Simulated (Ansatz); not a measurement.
# HfC: the cost of one run

Program: Ansatz 0.2.0. Level of theory: DFT r2SCAN, scalar-relativistic, plane waves, PAW. These are calculated values, not measurements.

3 further runs of the same task are left out: 3 set aside as unsound or not needed.

### Step 1. Starting point

Symmetry: Fm-3m, No. 225, cubic system. The conventional cell has a = 4.525 Å, b = 4.525 Å, c = 4.525 Å, α = 90.00°, β = 90.00°, γ = 90.00°. Hf (site symmetry m-3m) is surrounded by 6 N at 2.26 Å. Around N (site symmetry m-3m) lie 6 Hf at 2.26 Å.

As a file:

```cif
data_structure
_symmetry_space_group_name_H-M 'P 1'
_symmetry_Int_Tables_number 1
_cell_length_a 3.1999
_cell_length_b 3.1999
_cell_length_c 3.1999
_cell_angle_alpha 60.000
_cell_angle_beta 60.000
_cell_angle_gamma 60.000
_cell_volume 23.17
loop_
_atom_site_label
_atom_site_type_symbol
_atom_site_fract_x
_atom_site_fract_y
_atom_site_fract_z
_atom_site_occupancy
Hf1 Hf 0.00000 0.00000 0.00000 1
N1 N 0.50000 0.50000 0.50000 1
```

This cell was relaxed beforehand with the same method: volume 11.58 Å³/atom, gap on the mesh none (metal).

### Step 2. The film's bulk: HfC

Relaxed beforehand at this level: -7993.4502 eV/atom, gap on the mesh none (metal).

Space group Fm-3m (No. 225). a = 4.641 Å, b = 4.641 Å, c = 4.641 Å, α = 90.00°, β = 90.00°, γ = 90.00°
```
atom  site  symmetry       x       y       z
  Hf    4a      m-3m  0.0000  0.0000  0.0000
   C    4b      m-3m  0.5000  0.0000  0.0000
```

### Step 3. The film's bulk on the base's lattice

The (111) plane of HfC is fitted to the (111) plane of HfN, a strain of -2.5 % along x and -2.5 % along y; the third vector and the atoms relax.

The input, input.yaml:

```yaml
crystal:
  lattice:
    - [3.1999394429, 0.0, 0.0]
    - [-1.5999697215, 2.7712288482, 0.0]
    - [1.5999697215, 0.9237429494, 2.7615583284]
  atoms:
    - { symbol: Hf, position: [0.0, 0.0, 0.0] }
    - { symbol: C, position: [0.0, 0.5, 0.5] }
basis:
  ecutwfc: 500
kpoints:
  mp_grid: { grid: [12, 12, 12] }
hamiltonian:
  xc: r2scan
scf:
  occupations: { method: gaussian, width: 0.1 }
output:
  forces: true
  stress: true
  eigenvalues: true
relax:
  adjacent_minimum: "off"
  f_tol: 0.01
  max_steps: 50
  cell: { fix: [a, b, gamma], stress_tol: 0.1 }
```

The run is started by

```
> ansatz run input.yaml --threads 2 --pin off --max-ram 5120MiB --backend cpu --events-out ev --progress --plain --runs-dir out
```

What time and memory should one allow on 2 threads of Intel Xeon Platinum 8175M at 2.50GHz (Skylake/Cascade Lake), shared host?

About 46 s, with a peak of 0.54 GiB.
